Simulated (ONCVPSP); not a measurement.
# Pseudopotential generation for cobalt: ONCV, LDA (Perdew-Wang 92)

Task: generate the file, and judge it by its errors in other configurations, its logarithmic derivatives, its ghosts and its cutoff.

Program: ONCVPSP 4.0.1.1 (patched build). Reference atom: LDA (Perdew-Wang 92), scalar-relativistic, spherical and spin-unpolarised. All values are calculated.

## Step 1: The design

Typed settings, in words:

| Property | Result |
| --- | --- |
| element | cobalt (Co, Z = 27) |
| type | optimised norm-conserving Vanderbilt (ONCV) |
| frozen core | [Ne] |
| valence charge | 17 |
| reference configuration | 3s2 3p6 3d6 (charge +3) |
| partial waves | 3s: rc 1.15 bohr, ncon 3, nbas 7, qcut 11.3 1/bohr, 1 projector; 3p: rc 1.20 bohr, ncon 4, nbas 8, qcut 13.9 1/bohr, 2 projectors, debl 3.9 Ha; 3d: rc 0.90 bohr, ncon 4, nbas 9, qcut 19.6 1/bohr, local |
| local potential | the d channel |
| core correction | not asked for |

The outer shells as boxes (Hund's rule for the drawing; the calculation is spin-unpolarised):

```
[Ne] core
3s [↑↓]
3p [↑↓][↑↓][↑↓]
3d [↑↓][↑ ][↑ ][↑ ][↑ ]
```

The nodes and maxima of the atom's own shells, from an earlier all-electron run, set the scale for the radii.

All-electron outer shells of the reference configuration (LDA (PZ), scalar-relativistic, ld1.x):

```csv
shell,level (eV),outermost node (bohr),outermost maximum (bohr)
3s,-140.26,0.31,0.66
3p,-103.69,0.28,0.67
3d,-45.48,–,0.65
4s,-32.46,0.94,1.92
4p,-24.74,1.00,2.21
```

## Step 2: The generation run

File Co.dat:

```
# ATOM AND REFERENCE CONFIGURATION
# atsym  z   nc   nv     iexc    psfile
  Co 27.00    3    3  -001012      upf
#
#   n    l    f
    1    0    2.00
    2    0    2.00
    2    1    6.00
    3    0    2.00
    3    1    6.00
    3    2    6.00
#
# PSEUDOPOTENTIAL AND OPTIMIZATION
# lmax
    2
#
#   l,   rc,      ep,       ncon, nbas, qcut
    0    1.15    0.00    3    7   11.30
    1    1.20    0.00    4    8   13.90
    2    0.90    0.00    4    9   19.60
#
# LOCAL POTENTIAL
# lloc, lpopt,  rc(5),   dvloc0
    2    5    0.90    0.00
#
# VANDERBILT-KLEINMAN-BYLANDER PROJECTORs
# l, nproj, debl
    0    1    3.80
    1    2    3.90
    2    0    3.80
#
# MODEL CORE CHARGE
# icmod, fcfact, rcfact
    0    0.00    0.00
#
# LOG DERIVATIVE ANALYSIS
# epsh1, epsh2, depsh
   -7.00    5.00    0.04
#
# OUTPUT GRID
# rlmax, drl
    6.00    0.01
#
# TEST CONFIGURATIONS
# ncnf
    4
# nvcnf
#   n    l    f
    4
    3    0    2.00
    3    1    6.00
    3    2    7.00
    4    0    2.00
#
    4
    3    0    2.00
    3    1    6.00
    3    2    7.00
    4    0    1.00
#
    3
    3    0    2.00
    3    1    6.00
    3    2    7.00
#
    4
    3    0    2.00
    3    1    6.00
    3    2    7.00
    4    1    2.00
#
```

On the command line:

```sh
$ oncvpsp.x < Co.dat > Co.out
```

Before running it: what results should come out? Wanted: cutoffs for 1 and 0.1 mHa per electron, occupied waves; bound ghosts; GHOST(+) flags; largest test error; largest phase difference near zero energy, channels read.

**Answer**, as computed:

| quantity | value |
| --- | --- |
| cutoffs for 1 and 0.1 mHa per electron, occupied waves | 128 Ha and 147 Ha |
| bound ghosts | none below the valence levels; a pole at negative energy in s is suspect |
| GHOST(+) flags | s at -84 eV |
| largest test error (AE − PS) | +6.0 meV, for 3s2 3p6 3d7 (2 tests unsolved) |
| largest phase difference near zero energy, channels read | 3.052 rad |

What this shows: The worst unpolarised test, 3s2 3p6 3d7, is off by 6.0 meV on 36.2 eV; by total energies transferability rates as good where solved. Of the tests 2 gave no usable energy difference, which is a warning in itself. By its cutoff, 128 Ha for the looser tolerance, it is very hard. At the looser tolerance the 3d wave is the slowest; 3s needs 43 Ha. The ghost test, which looks below the valence levels, finds nothing, but the pseudo curve has an extra pole at negative energy (s at -2.77 Ha): a spurious bound state among the atom's levels is likely, and the file can't be cleared. Of the channels read, s scatters worst near zero energy, by up to 3.05 rad. A step near π is an extra or missing state, not a misfit of shape. The pseudo curves have a pole with no partner nearby in the atom's: s at -2.77 Ha. The program also flags highly localised states, GHOST(+) (s).
